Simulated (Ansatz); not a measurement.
# BiTe (Fm-3m) in Ansatz: notebook

One crystal, BiTe, is run at these levels: PBEsol; tasks: single point, equation of state.

Program: Ansatz 0.2.0. These are calculated values, not measurements. Logs are shortened: lines on timing, memory, paths and dates and some standing lists are left out, and cuts for length are marked.

**1. Starting point**

It takes space group Fm-3m (No. 225, cubic). The conventional cell has a = 6.470 Å, b = 6.470 Å, c = 6.470 Å, α = 90.00°, β = 90.00°, γ = 90.00°. Bi (site symmetry m-3m) has 6 Te at 3.23 Å as nearest neighbours. Te (site symmetry m-3m) is surrounded by 6 Bi at 3.23 Å.

**2. Single point, PBEsol, 31.82 Å³/atom (volume scaled by 0.94)**

File input.yaml:

```yaml
crystal:
  lattice:
    - [0.0, 3.1689610617, 3.1689610617]
    - [3.1689610617, 0.0, 3.1689610617]
    - [3.1689610617, 3.1689610617, 0.0]
  atoms:
    - { symbol: Bi, position: [0.0, 0.0, 0.0] }
    - { symbol: Te, position: [0.5, 0.5, 0.5] }
hamiltonian:
  xc: pbesol
  pseudopotentials: { kind: paw }
kpoints:
  mp_grid: { grid: [7, 7, 7] }
scf:
  occupations: { method: fermi_dirac, width: 0.05 }
output:
  forces: true
  stress: true
  eigenvalues: true
  write_density: true
  write_potential: true
  elf: true
  volumetric_format: npy
```

Potentials or basis: Ansatz PAW.

On the command line:

```console
ansatz run input.yaml --threads 2 --pin off --max-ram 5632MiB --backend cpu --events-out ev --progress --plain --runs-dir out
```

The log of the run:

```text
Warning: RAYON_NUM_THREADS=2 ignored (pool sized by the plan → 2); use --threads N
Engine: ansatz 0.2.0, aarch64-unknown-linux-gnu
Pseudopotentials: kind: paw
Pseudopotential: Bi, paw, valence charge 15, recommended cutoff 420 eV (normal), Bi.paw.azcp
Pseudopotential: Te, paw, valence charge 16, recommended cutoff 420 eV (normal), Te.paw.azcp
Functional definition: PBEsol
  exchange = pbesol_x
  correlation = pbesol_c
Crystal: 2 atoms, lattice volume = 63.647 Å³
Basis set: ecut = 420 eV, 1243 PW (Γ), exchange–correlation on 60×60×60 points (8 copies of the dense FFT grid, shifted against one another)
Bands: 20, of which v1, the nominal top of the filled ones, is band 16 counted from 1 (15 counted from 0)
Symmetry: 48 space group operations
Space group: Fm-3m (ITA 225), of the structure as read, at distance tolerance 4.0e-5 Å
k-points: 20 of 343
Non-local potential: Bi, projectors of the file, l = 0: 2, l = 1: 2, l = 2: 2, l = 3: 2
Non-local potential: Te, projectors of the file, l = 0: 2, l = 1: 2, l = 2: 2, l = 3: 2
PAW form: soft (Blöchl's): semilocal exchange-correlation on the pseudo side does not see the compensation charge
PAW frozen core: Bi, regenerated for the run's functional, and the local potential with it (the file was generated under x = pbe(κ = 0.804, μ = 0.2195149727645171), c = pbe(β = 0.06672455060314922))
PAW frozen core: Te, regenerated for the run's functional, and the local potential with it (the file was generated under x = pbe(κ = 0.804, μ = 0.2195149727645171), c = pbe(β = 0.06672455060314922))
PAW one-centre angular grid: Bi, 590 points (default); XC on 64 Gauss nodes
PAW one-centre angular grid: Te, 590 points (default); XC on 64 Gauss nodes
Initial density: superposition of atomic densities (neutral atoms: chi_scale 0, normalization atom), corrected by the library's trained network
Initial wavefunctions: pseudopotential atomic-orbital guess
Functional: x = pbesol(κ = 0.804, μ = 0.12345679012345678), c = pbesol(β = 0.046)
SCF iter   1: F=—  HF=-19143.645595 eV  |F-HF|=—  |Δ(HF+E_count)|=         —  Δρ=1.89e-3  dr2=3.05e-3  ethr=1.77e-3  ⟨swp⟩=6.2  Hψ=2048  notcnv=0
preconditioner: auto → Kerker (q_TF=auto, 2.420 Å⁻¹)  [metal: Δε(μ)=0.014 eV  Ē_g=9.705 eV  σ=0.050 eV  W_gap=0.07  n_scr=14 (ndim 8)  ℏωp=15.4 eV  f_vac=0.007  D(μ)=2.97/eV (n_scr^D=26)]
SCF iter   2: F=—  HF=-19143.642805 eV  |F-HF|=—  |Δ(HF+E_count)|=   2.79e-3  Δρ=1.16e-3  dr2=8.96e-4  ethr=9.85e-6  ⟨swp⟩=2.4  Hψ=807  notcnv=0
SCF iter   3: F=—  HF=-19143.642649 eV  |F-HF|=—  |Δ(HF+E_count)|=   1.56e-4  Δρ=3.12e-4  dr2=6.93e-5  ethr=2.89e-6  ⟨swp⟩=2.2  Hψ=653  notcnv=0  defer=1
SCF iter   4: F=—  HF=-19143.642621 eV  |F-HF|=—  |Δ(HF+E_count)|=   2.73e-5  Δρ=1.43e-4  dr2=1.51e-5  ethr=2.24e-7  ⟨swp⟩=2.0  Hψ=580  notcnv=0  defer=1
SCF iter   5: F=—  HF=-19143.642620 eV  |F-HF|=—  |Δ(HF+E_count)|=   1.13e-6  Δρ=2.12e-5  dr2=1.59e-7  ethr=4.87e-8  ⟨swp⟩=2.8  Hψ=699  notcnv=0  defer=1
SCF iter   6: F=-19143.642620 eV  HF=-19143.642620 eV  |F-HF|=4.11e-8  |Δ(HF+E_count)|=   5.26e-8  Δρ=9.77e-6  dr2=4.85e-8  ethr=3.23e-10  ⟨swp⟩=12.4  Hψ=3457  notcnv=0
SCF 1 converged in 6 iterations: F = -19143.642620 eV  dr2 = 4.85e-8
SCF converged after 6 iterations
Free energy (F): -19143.642620 eV
Harris-Foulkes:  -19143.642620 eV  (|F-HF|=4.11e-8)
Internal energy: -19143.620812 eV  (E = F + TS)
E sigma→0 (E₀):  -19143.631716 eV
Entropy (-TS):   -0.021809 eV (-10.904 meV/atom)
Fermi energy:    10.676931 eV
--- Per-component energies (eV) ---
  E_band       = -340.741460
  E_kinetic    = 484.177998
  E_local      = -2666.857583  (includes V_loc(G=0)·N_el)
  E_nonlocal   = 254.401682
  E_hartree    = 1251.935313
  E_xc         = -274.519914
  E_vxc        = -249.386366  (∫ρ·V_xc dr)
  E_paw        = -15093.795112  (= ΣΔE_a)
  E_vpaw       = -666.935688  (= ΣTr[D̂ρ^β])
  E_aug_tail   = -0.000669  (compensation charges beyond the density's cutoff)
  E_ewald      = -3099.427094
  E_core_change = 0.464567  (= ΣΔE_core)
  E_smearing   = -0.021809  (= −TS)
  E_closure    = -0.000000  (closes the sum)
  Σ components = -19143.642620   (vs F -19143.642620, Δ=0.00e0)
--- Forces (eV/Å), atoms counted from 1 ---
  atom   1  Bi    -0.00000000     0.00000000    -0.00000000
  atom   2  Te     0.00000000     0.00000000     0.00000000
  max |Σ_I F_I| component: 1.46e-29 eV/Å
--- Stress (GPa, compression-positive) ---
        1.735635      -0.000000      -0.000000
       -0.000000       1.735635      -0.000000
       -0.000000      -0.000000       1.735635
  P = ⅓ Tr σ = 1.7356 GPa (17.356 kbar)
--- Band table (eV; the first three rows and the last of 20) ---
  k-point 0: bands = ["-26.6752", "-26.6752", "-26.6719", "-26.6719", "-26.6719", "-12.4733", "-12.4733", "-12.4650", "-12.4650", "-12.4650", "-3.3449", "2.7361", "7.9348", "7.9348", "7.9348", "12.9129", "12.9129", "12.9129", "15.1942", "15.1942"]
  k-point 1: bands = ["-26.6751", "-26.6751", "-26.6718", "-26.6718", "-26.6718", "-12.4745", "-12.4745", "-12.4646", "-12.4636", "-12.4636", "-3.1474", "2.2008", "7.9970", "7.9970", "8.1665", "12.0813", "12.1920", "12.1920", "14.9976", "15.5790"]
  k-point 2: bands = ["-26.6750", "-26.6750", "-26.6717", "-26.6715", "-26.6715", "-12.4777", "-12.4777", "-12.4638", "-12.4599", "-12.4599", "-2.5653", "0.9872", "8.2041", "8.2041", "8.5727", "10.8308", "10.9818", "10.9818", "15.5855", "16.6604"]
  k-point 19: bands = ["-26.6753", "-26.6747", "-26.6716", "-26.6713", "-26.6708", "-12.4878", "-12.4742", "-12.4623", "-12.4586", "-12.4520", "-0.8468", "-0.4027", "5.1546", "5.7975", "8.5826", "10.7660", "14.0699", "14.9834", "15.2331", "16.4261"]
```

rho_z.tsv:

```text
# z_ang	rho[e/angstrom^3]
# format = ansatz-planar-average/11
# lattice	0.000000000	3.168961062	3.168961062
# lattice	3.168961062	0.000000000	3.168961062
# lattice	3.168961062	3.168961062	0.000000000
# sites	2
# site	83	0.000000000	0.000000000	0.000000000
# site	52	3.168961062	3.168961062	3.168961062
0.000000	6.942212e-1
0.149386	6.741023e-1
0.298773	6.183458e-1
0.448159	5.370209e-1
0.597545	4.433283e-1
0.746931	3.530318e-1
[... 22 lines left out ...]
4.182815	6.183458e-1
4.332201	6.741023e-1
```

It took 2.2 s on 2 threads of Arm Neoverse N1, shared host; peak memory 0.33 GiB.

What came out:

| Item | Value |
| --- | --- |
| Free energy | -19143.6426 eV |
| Pressure | 1.7 GPa |
| Band gap on the k mesh | none (metal or under the smearing width) |

Caveat: spin-orbit coupling is left out, which moves the levels of the heavy elements; the PAW data sets come from PBE, with cores solved anew for the run's functional, which leaves a small shift of forces and pressure.

**3. Single point, PBEsol, 32.50 Å³/atom (volume scaled by 0.96)**

input.yaml, as its differences from that of step 2:

```diff
@@ -2,5 +2,5 @@
   lattice:
-    - [0.0, 3.1689610617, 3.1689610617]
-    - [3.1689610617, 0.0, 3.1689610617]
-    - [3.1689610617, 3.1689610617, 0.0]
+    - [0.0, 3.1912784242, 3.1912784242]
+    - [3.1912784242, 0.0, 3.1912784242]
+    - [3.1912784242, 3.1912784242, 0.0]
   atoms:
```

Potentials or basis: Ansatz PAW.

On the command line:

```console
ansatz run input.yaml --threads 2 --pin off --max-ram 5632MiB --backend cpu --events-out ev --progress --plain --runs-dir out
```

It took 2.2 s on 2 threads of Arm Neoverse N1, shared host; peak memory 0.33 GiB.

The run converged. Its results:

- Free energy: -19143.6520 eV
- Pressure: 0.5 GPa
- Band gap on the k mesh: none (metal or under the smearing width)

Caveat: spin-orbit coupling is left out, which moves the levels of the heavy elements; the PAW data sets come from PBE, with cores solved anew for the run's functional, which leaves a small shift of forces and pressure.

**4. Single point, PBEsol, 33.18 Å³/atom (volume scaled by 0.98)**

File input.yaml:

```yaml
crystal:
  lattice:
    - [0.0, 3.2132879364, 3.2132879364]
    - [3.2132879364, 0.0, 3.2132879364]
    - [3.2132879364, 3.2132879364, 0.0]
  atoms:
    - { symbol: Bi, position: [0.0, 0.0, 0.0] }
    - { symbol: Te, position: [0.5, 0.5, 0.5] }
hamiltonian:
  xc: pbesol
  pseudopotentials: { kind: paw }
kpoints:
  mp_grid: { grid: [7, 7, 7] }
scf:
  occupations: { method: fermi_dirac, width: 0.05 }
output:
  forces: true
  stress: true
  eigenvalues: true
```

On the command line:

```console
ansatz run input.yaml --threads 2 --pin off --max-ram 5632MiB --backend cpu --events-out ev --progress --plain --runs-dir out
```

Run time: 1.7 s. Hardware: 2 threads of Arm Neoverse N1, shared host; peak memory 0.33 GiB.

The run converged. Its results:

| Property | Result |
| --- | --- |
| Free energy | -19143.6517 eV |
| Pressure | -0.6 GPa |
| Band gap on the k mesh | none (metal or under the smearing width) |

Caveat: spin-orbit coupling is left out, which moves the levels of the heavy elements; the PAW data sets come from PBE, with cores solved anew for the run's functional, which leaves a small shift of forces and pressure.

**5. Single point, PBEsol, 33.86 Å³/atom**

input.yaml, as its differences from that of step 4:

```diff
@@ -2,5 +2,5 @@
   lattice:
-    - [0.0, 3.2132879364, 3.2132879364]
-    - [3.2132879364, 0.0, 3.2132879364]
-    - [3.2132879364, 3.2132879364, 0.0]
+    - [0.0, 3.235, 3.235]
+    - [3.235, 0.0, 3.235]
+    - [3.235, 3.235, 0.0]
   atoms:
```

On the command line:

```console
ansatz run input.yaml --threads 2 --pin off --max-ram 5632MiB --backend cpu --events-out ev --progress --plain --runs-dir out
```

It took 1.7 s on 2 threads of Arm Neoverse N1, shared host; peak memory 0.33 GiB.

It converged, with:

```
Free energy            : -19143.6427 eV
Pressure               : -1.5 GPa
Band gap on the k mesh : none (metal or under the smearing width)
```

Caveat: spin-orbit coupling is left out, which moves the levels of the heavy elements; the PAW data sets come from PBE, with cores solved anew for the run's functional, which leaves a small shift of forces and pressure.

**6. Single point, PBEsol, 34.53 Å³/atom (volume scaled by 1.02)**

input.yaml, as its differences from that of step 5:

```diff
@@ -2,5 +2,5 @@
   lattice:
-    - [0.0, 3.235, 3.235]
-    - [3.235, 0.0, 3.235]
-    - [3.235, 3.235, 0.0]
+    - [0.0, 3.2564244654, 3.2564244654]
+    - [3.2564244654, 0.0, 3.2564244654]
+    - [3.2564244654, 3.2564244654, 0.0]
   atoms:
```

Potentials or basis: Ansatz PAW.

On the command line:

```console
ansatz run input.yaml --threads 2 --pin off --max-ram 5632MiB --backend cpu --events-out ev --progress --plain --runs-dir out
```

It took 2.2 s on 2 threads of Arm Neoverse N1, shared host; peak memory 0.34 GiB.

The run converged. Its results:

```
Free energy            : -19143.6258 eV
Pressure               : -2.4 GPa
Band gap on the k mesh : none (metal or under the smearing width)
```

Caveat: spin-orbit coupling is left out, which moves the levels of the heavy elements; the PAW data sets come from PBE, with cores solved anew for the run's functional, which leaves a small shift of forces and pressure.

**7. Single point, PBEsol, 35.21 Å³/atom (volume scaled by 1.04)**

input.yaml, as its differences from that of step 6:

```diff
@@ -2,5 +2,5 @@
   lattice:
-    - [0.0, 3.2564244654, 3.2564244654]
-    - [3.2564244654, 0.0, 3.2564244654]
-    - [3.2564244654, 3.2564244654, 0.0]
+    - [0.0, 3.2775706714, 3.2775706714]
+    - [3.2775706714, 0.0, 3.2775706714]
+    - [3.2775706714, 3.2775706714, 0.0]
   atoms:
```

On the command line:

```console
ansatz run input.yaml --threads 2 --pin off --max-ram 5632MiB --backend cpu --events-out ev --progress --plain --runs-dir out
```

It took 1.9 s on 2 threads of Arm Neoverse N1, shared host; peak memory 0.34 GiB.

Results (log left out):

| Item | Value |
| --- | --- |
| Free energy | -19143.6020 eV |
| Pressure | -3.2 GPa |
| Band gap on the k mesh | none (metal or under the smearing width) |

Caveat: spin-orbit coupling is left out, which moves the levels of the heavy elements; the PAW data sets come from PBE, with cores solved anew for the run's functional, which leaves a small shift of forces and pressure.

**8. Single point, PBEsol, 35.89 Å³/atom (volume scaled by 1.06)**

input.yaml, as its differences from that of step 7:

```diff
@@ -2,5 +2,5 @@
   lattice:
-    - [0.0, 3.2775706714, 3.2775706714]
-    - [3.2775706714, 0.0, 3.2775706714]
-    - [3.2775706714, 3.2775706714, 0.0]
+    - [0.0, 3.2984474805, 3.2984474805]
+    - [3.2984474805, 0.0, 3.2984474805]
+    - [3.2984474805, 3.2984474805, 0.0]
   atoms:
@@ -19 +19,5 @@
   eigenvalues: true
+  write_density: true
+  write_potential: true
+  elf: true
+  volumetric_format: npy
```

On the command line:

```console
ansatz run input.yaml --threads 2 --pin off --max-ram 5632MiB --backend cpu --events-out ev --progress --plain --runs-dir out
```

Wall time 2.5 s (2 threads of Arm Neoverse N1, shared host); peak memory 0.34 GiB.

It converged, with:

```yaml
Free_energy: -19143.5720 eV
Pressure: -3.9 GPa
Band_gap_on_the_k_mesh: none (metal or under the smearing width)
```

Caveat: spin-orbit coupling is left out, which moves the levels of the heavy elements; the PAW data sets come from PBE, with cores solved anew for the run's functional, which leaves a small shift of forces and pressure.

**9. Equation of state, PBEsol**

Potentials or basis: Ansatz PAW.

No new run: the results of the series are fitted here.

Results:

| Item | Value |
| --- | --- |
| Equilibrium volume | 32.81 Å³/atom |
| Bulk modulus | 53 GPa |
| Pressure derivative of the bulk modulus | 4.4 |

Energy against volume, from the lowest point:
```csv
volume (Å³/atom),energy (meV/atom)
31.824,4.71
32.501,0.00
33.178,0.17
33.855,4.68
34.532,13.10
35.209,25.01
35.886,40.04
```

Caveat: spin-orbit coupling is left out, which moves the levels of the heavy elements.
